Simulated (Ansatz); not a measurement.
**BGeH3Cl2 (SMILES Cl[B](Cl)[GeH3]): revPBE/cc-pVDZ**

Aim: the energy change on altering one bond length of BGeH3Cl2 at revPBE/cc-pVDZ, from 2 runs. 

The calculation is run with Ansatz 0.2.0.

72 further runs of the same task are left out: 72 set aside as unsound or not needed.

### 1 The molecule

BGeH3Cl2 has 7 atoms, charge 0, and is taken as a singlet. SMILES: `Cl[B](Cl)[GeH3]`. The shape is that of a PBE0-D4/def2-TZVP optimisation.

Bond lengths: Cl1–B2 1.741 Å, B2–Cl3 1.743 Å, B2–Ge4 2.068 Å, Ge4–H5 1.538 Å, Ge4–H6 1.538 Å, Ge4–H7 1.535 Å. Angles: Cl1–B2–Cl3 118.5°, Cl1–B2–Ge4 121.7°, Cl3–B2–Ge4 119.8°, B2–Ge4–H5 109.4°, B2–Ge4–H6 109.3°, B2–Ge4–H7 111.8°, H5–Ge4–H6 107.9°, H5–Ge4–H7 109.2°, H6–Ge4–H7 109.2°.

### 2 The energy at revPBE/cc-pVDZ

in.yaml

```yaml
crystal:
  periodic: [false, false, false]
  atoms:
    - {symbol: Cl, position_ang: [1.749500, -1.428200, 1.208700]}
    - {symbol: B, position_ang: [0.206400, -1.021900, 0.511500]}
    - {symbol: Cl, position_ang: [-1.082400, -2.191800, 0.604700]}
    - {symbol: Ge, position_ang: [-0.123100, 0.798500, -0.412200]}
    - {symbol: H, position_ang: [-0.556200, 0.560600, -1.868300]}
    - {symbol: H, position_ang: [-1.266100, 1.534300, 0.306700]}
    - {symbol: H, position_ang: [1.133300, 1.680500, -0.396700]}
basis:
  gaussian:
    orbitals: cc-pVDZ
hamiltonian:
  xc: {name: revPBE}
output: {orbitals: {seedname: orbitals}}
accuracy: high
```

The run is started by

```bash
$ ansatz run in.yaml --threads 1 --pin off --max-ram 3480MiB --events-out events.jsonl --progress --plain --runs-dir runs
```

Log:

```text
Warning: RAYON_NUM_THREADS=1 ignored (pool sized by the plan → 1); use --threads N
Functional definition: revPBE
  name "revPBE"
  parameter kappa = 1.245
  parameter beta = 0.06672455060314922
  exchange = pbe_x(kappa = kappa, mu = beta*pi^2/3)
  correlation = pbe_c(beta = beta)
2113 factors; integrals over basis functions are off by at most 4.4e-9 eV
mean field evaluation 1: about -82279.5397 eV, gradient 1.9e1 eV
mean field evaluation 2: about -82279.0084 eV, gradient 2.4e1 eV
mean field evaluation 4: about -82280.7205 eV, gradient 8.1e-1 eV
mean field evaluation 8: about -82280.7212 eV, gradient 7.2e-3 eV
mean field evaluation 16: about -82280.7212 eV, gradient 1.0e-6 eV
mean field -82280.72117092 eV, -3023.7607311554 hartree, gradient 4.1e-8 eV, S^2 0.000000; 0 other end points of the search recorded, 0 dependent functions left out
reference -82280.72117505 eV, -3023.7607313071 hartree; 37, 37 occupied and 55, 55 virtual orbitals, 2113 factors
Total energy: -82280.72117505 eV, -3023.7607313071 hartree
```

Wall time 9.9 s (1 thread of Arm Neoverse V1, shared host); peak memory 0.25 GiB.

### 3 The distorted shape at the same level

run.yaml

```yaml
crystal:
  periodic: [false, false, false]
  atoms:
    - {symbol: Cl, position_ang: [2.780570, -0.492253, 1.134138]}
    - {symbol: B, position_ang: [1.237470, -0.085953, 0.436938]}
    - {symbol: Cl, position_ang: [-1.082400, -2.191800, 0.604700]}
    - {symbol: Ge, position_ang: [0.907970, 1.734447, -0.486762]}
    - {symbol: H, position_ang: [0.474870, 1.496547, -1.942862]}
    - {symbol: H, position_ang: [-0.235030, 2.470247, 0.232138]}
    - {symbol: H, position_ang: [2.164370, 2.616447, -0.471262]}
basis:
  gaussian:
    orbitals: cc-pVDZ
hamiltonian:
  xc: {name: revPBE}
accuracy: high
output: {orbitals: {seedname: orbitals}}
```

The run is started by

```bash
$ ansatz run run.yaml --threads 1 --pin off --max-ram 3480MiB --events-out events.jsonl --progress --plain --runs-dir runs
```

Log, shortened:

```text
Warning: RAYON_NUM_THREADS=1 ignored (pool sized by the plan → 1); use --threads N
[... 6 set-up lines as earlier in the session ...]
2072 factors; integrals over basis functions are off by at most 4.6e-9 eV
mean field evaluation 1: about -82273.9018 eV, gradient 2.7e1 eV
mean field evaluation 2: about -82068.7220 eV, gradient 1.5e2 eV
mean field evaluation 4: about -82276.6459 eV, gradient 1.3e1 eV
mean field evaluation 8: about -82277.3170 eV, gradient 6.0e-1 eV
mean field evaluation 16: about -82277.3154 eV, gradient 6.5e-5 eV
mean field evaluation 32: about -82268.7660 eV, gradient 1.6e1 eV
mean field -82277.31541413 eV, -3023.6355719019 hartree, gradient 6.2e-8 eV, S^2 0.000000; 3 other end points of the search recorded, 0 dependent functions left out
reference -82277.31541851 eV, -3023.6355720628 hartree; 37, 37 occupied and 55, 55 virtual orbitals, 2072 factors
Total energy: -82277.31541851 eV, -3023.6355720628 hartree
```

Wall time 11 s (1 thread of Arm Neoverse V1, shared host); peak memory 0.24 GiB.

### 4 Outcome

At revPBE/cc-pVDZ:

| quantity | value |
| --- | --- |
| first shape: total energy | -3023.76073 Eh |
| first shape: HOMO energy | -6.92 eV |
| first shape: LUMO energy | -2.74 eV |
| first shape: HOMO–LUMO gap | 4.17 eV |
| distorted shape: total energy | -3023.63557 Eh |
| distorted shape: HOMO energy | -5.60 eV |
| distorted shape: LUMO energy | -4.60 eV |
| distorted shape: HOMO–LUMO gap | 1.00 eV |
| energy change with the B2–Cl3 bond stretched from 1.743 to 3.138 Å | 3.406 eV |

In words: With the B2–Cl3 bond stretched from 1.743 to 3.138 Å the energy rises by 3.41 eV (79 kcal/mol). The first shape isn't relaxed at this level, so the change isn't measured from a minimum.
